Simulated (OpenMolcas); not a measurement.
# Ta³⁺: RASSCF and RASPT2 terms and fine-structure levels

Which level of Ta³⁺ lies lowest, and where do the others fall? The reference wave functions come first, then spin-orbit coupling, then second-order correlation.

Method: state-averaged RASSCF and RASPT2, spin-orbit coupling by RASSI with atomic mean-field integrals. Code: OpenMolcas 26.06.

## Step 1: Starting point

* Species: Ta³⁺ (tantalum, Z = 73, 70 electrons)
* Basis: ANO-RCC-VDZP [7s6p4d2f1g], 68 functions
* Scalar Hamiltonian: DKH2, point nucleus
* Inactive shells: 1s 2s 2p 3s 3p 3d 4s 4p 4d 4f 5s 5p
* Active space: 2 electrons in 9 orbitals (RAS2 5d 6s; RAS3 6p, at most 2 electrons)
* Some configurations of this space: 6s 6p, 6s², 5d 6p
* Orbitals: optimised for the ground-state spin in each parity, averaged over the low roots

Outer shells as boxes (Hund's rule):

6s 6p
```
6s [↑ ]
6p [↑ ][  ][  ]
```

6s2
```
6s [↑↓]
```

5d 6p
```
5d [↑ ][  ][  ][  ][  ]
6p [↑ ][  ][  ]
```

Each step is its own input file, run in one work folder so that later steps find the files of earlier ones. Labels, J, g values, rates, χT and fits are worked out afterwards by a script from the matrices that RASSI stores.

## Step 2: One- and two-electron integrals

a.inp

```
&GATEWAY
Coord
1

Ta 0.0 0.0 0.0
Basis=ANO-RCC-VDZP
Group=XYZ
NoMove
AngMom=0.0 0.0 0.0
AMFI
&SEWARD
```

## Step 3: A small preliminary run for start orbitals

a.inp

```
&RASSCF
FileOrb=start.orb
Symmetry=1
Spin=3
nActEl=2 0 0
Inactive=15 19
Ras2=6 0
CIRoot=15 15 1
SDav=15
CIMx=300
Iter=120 100
PrWF=0.3
OrbListing=Nothing
MaxOrb=0
Atom
>>> COPY $Project.JobIph JOBPRE
```

## Step 4: Reference wave functions, triplets of even parity, 15 roots

a.inp

```
&RASSCF
FileOrb=start.orb
Symmetry=1
Spin=3
nActEl=2 0 2
Inactive=15 19
Ras2=6 0
Ras3=0 3
CIRoot=15 15 1
SDav=18
CIMx=300
Iter=120 100
PrWF=0.3
OrbListing=Nothing
MaxOrb=0
Thrs=2.0e-7 1.0e-1 5.0e-4
Atom
>>> COPY $Project.JobIph JOB001
```

## Step 5: RASSCF: singlets of even parity, 27 roots

a.inp

```
&RASSCF
FileOrb=start.orb
Symmetry=1
Spin=1
nActEl=2 0 2
Inactive=15 19
Ras2=6 0
Ras3=0 3
CIRoot=27 27 1
SDav=27
CIMx=300
Iter=120 100
PrWF=0.3
OrbListing=Nothing
MaxOrb=0
Thrs=2.0e-7 1.0e-1 5.0e-4
Atom
CIOnly
>>> COPY $Project.JobIph JOB002
```

## Step 6: RASSCF: triplets of odd parity, 18 roots

a.inp

```
&RASSCF
FileOrb=start.orb
Symmetry=2
Spin=3
nActEl=2 0 2
Inactive=15 19
Ras2=6 0
Ras3=0 3
CIRoot=18 18 1
SDav=18
CIMx=300
Iter=120 100
PrWF=0.3
OrbListing=Nothing
MaxOrb=0
Thrs=2.0e-7 1.0e-1 5.0e-4
Atom
>>> COPY $Project.JobIph JOB003
```

## Step 7: RASSCF: singlets of odd parity, 18 roots

Edit a.inp of step 6 so:

```diff
@@ -3,3 +3,3 @@
 Symmetry=2
-Spin=3
+Spin=1
 nActEl=2 0 2
@@ -17,2 +17,3 @@
 Atom
->>> COPY $Project.JobIph JOB003
+CIOnly
+>>> COPY $Project.JobIph JOB004
```

## Step 8: RASSI: spin-orbit coupling between the states

a.inp

```
&RASSI
NrOfJobIphs=4 15 21 18 18
1 2 3 4 5 6 7 8 9 10 11 12 13 14 15
1 2 3 4 5 6 7 8 9 10 11 12 13 14 15 16 17 18 19 20 21
1 2 3 4 5 6 7 8 9 10 11 12 13 14 15 16 17 18
1 2 3 4 5 6 7 8 9 10 11 12 13 14 15 16 17 18
IphNames
JOB001
JOB002
JOB003
JOB004
EJob
SpinOrbit
DIPRint=1.0
SOCoupling=1000.0
Subsets=2
MEES
Property=10
'ANGMOM' 1 'ANGMOM' 2 'ANGMOM' 3 'MLTPL  1' 1 'MLTPL  1' 2 'MLTPL  1' 3
'AMFI' 1 'AMFI' 2 'AMFI' 3 'MLTPL  2' 6
SOProperty=3
'ANGMOM' 1 'ANGMOM' 2 'ANGMOM' 3
```

## Step 9: CASPT2: IPEA 0.25, imaginary shift 0.1 (closed shells correlated: 5s 5p)

a.inp

```
>>> COPY JOB001 $Project.JobIph
&CASPT2
Multistate=15 1 2 3 4 5 6 7 8 9 10 11 12 13 14 15
Frozen=14 16
IPEA=0.25
Imaginary=0.1
MaxIter=60
WThr=0.0 0.3 0.05
PrWF=0.5
NoMix
>>> COPY JOB002 $Project.JobIph
&CASPT2
Multistate=21 1 2 3 4 5 6 7 8 9 10 11 12 13 14 15 16 17 18 19 20 21
Frozen=14 16
IPEA=0.25
Imaginary=0.1
MaxIter=60
WThr=0.0 0.3 0.05
PrWF=0.5
NoMix
>>> COPY JOB003 $Project.JobIph
&CASPT2
Multistate=18 1 2 3 4 5 6 7 8 9 10 11 12 13 14 15 16 17 18
Frozen=14 16
IPEA=0.25
Imaginary=0.1
MaxIter=60
WThr=0.0 0.3 0.05
PrWF=0.5
NoMix
>>> COPY JOB004 $Project.JobIph
&CASPT2
Multistate=18 1 2 3 4 5 6 7 8 9 10 11 12 13 14 15 16 17 18
Frozen=14 16
IPEA=0.25
Imaginary=0.1
MaxIter=60
WThr=0.0 0.3 0.05
PrWF=0.5
NoMix
```

(Steps that only read results are left out.)

**Question.** What will these runs give? Wanted: lowest level; first excited level; lowest level of another term; spin-orbit lowering of the lowest level; strongest of the lines computed, by gA, at RASSCF energies.

The runs gave:

| quantity | value |
| --- | --- |
| method | SS-RASPT2, IPEA 0.25, imaginary shift 0.1 (closed shells correlated: 5s 5p) |
| lowest level | 5d² ³F₂, 88 % of that term, g = 0.709 |
| ground level listed by NIST | 3F2 |
| first excited level | 5d² ³F₃ at 5620 cm⁻¹ |
| lowest level of another term | 5d² ³P₀ at 11470 cm⁻¹ |
| spin-orbit lowering of the lowest level | 6994 cm⁻¹ |
| strongest of the lines computed, by gA, at RASSCF energies | 5d 6p ¹F°₃ → 5d² ¹G₄, 124.7 nm, A = 2.53e+09 s⁻¹ |

Cost and accuracy by method:

```csv
method,time of its own steps,time with the reference,mean absolute difference from method B (cm-1)
A. RASSCF,41 s,41 s,1600
"B. SS-RASPT2, IPEA 0.25, imaginary shift 0.1, +5s 5p",38 s,80 s,0
```

Times are of one thread on a shared host.

What this shows: The multiplet ³F is regular; its intervals divided by the larger J differ by 46 % of their mean, where Landé's rule for pure LS coupling makes them equal. Second-order correlation (method B) scales the levels of the lowest configuration above 5000 cm⁻¹ by 0.90 to 1.03. Only the configurations of the active space and the roots asked for are present. The singlets rest on orbitals optimised for another spin in at least one step, which raises them against the optimised states. Not all states of the active space went into the spin-orbit step. CASPT2 does not keep the components of a term degenerate, and the means are used. Configurations with different d counts are hard to place against each other, and can be off by thousands to tens of thousands of cm-1. The basis is small and contracted for the neutral atom, so it is rough for this charge. Only valence configurations of the active space appear, up to the ionisation limit; * or ° marks odd parity.
